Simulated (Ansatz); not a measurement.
**Mg5O: what a guessed cell relaxes into**

The task: take a trial cell of Mg5O to zero force and stress.

Method: DFT PBE, scalar-relativistic, plane waves, PAW, in Ansatz 0.2.0.

## Step 1: Starting point

It takes space group F-43m (No. 216, cubic). Conventional cell: a = 7.150 Å, b = 7.150 Å, c = 7.150 Å, α = 90.00°, β = 90.00°, γ = 90.00°. Mg (site symmetry 3m) has 9 Mg at 2.53 to 2.96 Å and 3 O at 2.96 Å as nearest neighbours. Around Mg (site symmetry -43m) lie 12 Mg at 2.96 Å and 4 O at 3.10 Å. O (site symmetry -43m) has 16 Mg at 2.96 to 3.10 Å as nearest neighbours.

As a file:

```
Mg O
1.0
     0.00000    3.57486    3.57486
     3.57486    0.00000    3.57486
     3.57486    3.57486    0.00000
Mg O
5 1
Direct
  0.12500 0.62500 0.62500
  0.62500 0.62500 0.62500
  0.62500 0.12500 0.62500
  0.62500 0.62500 0.12500
  0.25000 0.25000 0.25000
  0.00000 0.00000 0.00000
```

A structure generator made this guess: species swapped into a database cell of ErCu5 (F-43m, No. 216), with O on the Er sites and Mg on the Cu sites. Its size is a rough estimate.

## Step 2: The guess as it stands, on a coarse mesh

The input, input.yaml:

```yaml
crystal:
  lattice:
    - [0.0, 3.57486309, 3.57486309]
    - [3.57486309, 0.0, 3.57486309]
    - [3.57486309, 3.57486309, 0.0]
  atoms:
    - { symbol: Mg, position: [0.125, 0.625, 0.625] }
    - { symbol: Mg, position: [0.625, 0.625, 0.625] }
    - { symbol: Mg, position: [0.625, 0.125, 0.625] }
    - { symbol: Mg, position: [0.625, 0.625, 0.125] }
    - { symbol: Mg, position: [0.25, 0.25, 0.25] }
    - { symbol: O, position: [0.0, 0.0, 0.0] }
basis:
  ecutwfc: 420
kpoints:
  mp_grid: { grid: [4, 4, 4] }
hamiltonian:
  xc: pbe
scf:
  occupations: { method: gaussian, width: 0.1 }
  lower_state_search: "off"
output:
  forces: true
  stress: true
  eigenvalues: true
```

The run is started by

```bash
ansatz run input.yaml --threads 1 --pin off --max-ram 2560MiB --backend cpu --events-out ev --progress --plain --runs-dir out
```

Further runs follow: spin check on a coarse mesh; coarse relaxation; full relaxation.

Before running it: what results should come out? Wanted: conventional cell; volume; energy over the elements; gap on the mesh; total moment.

The runs gave:

```
                                                              quantity                                                                      value
                                symmetry at the end (tolerance 0.05 Å)                                                space group F-43m (No. 216)
                                                     conventional cell  a = 8.061 Å, b = 8.061 Å, c = 8.061 Å, α = 90.00°, β = 90.00°, γ = 90.00°
                                                                volume                                                              21.82 Å³/atom
energy over the elements (uncorrected; H, N, O, F and Cl as molecules)                                                              +0.30 eV/atom
                                                       gap on the mesh                                                               none (metal)
                                                          total moment                                                               0.51 μB/cell
```

The space group F-43m (No. 216) is kept, and the volume per atom grows by 43.3 % from the first guess. With a positive formation energy it can't be a ground state. No finished test with a distortion of lower symmetry is shown, so the end may be a saddle point. Other magnetic orders were not searched.
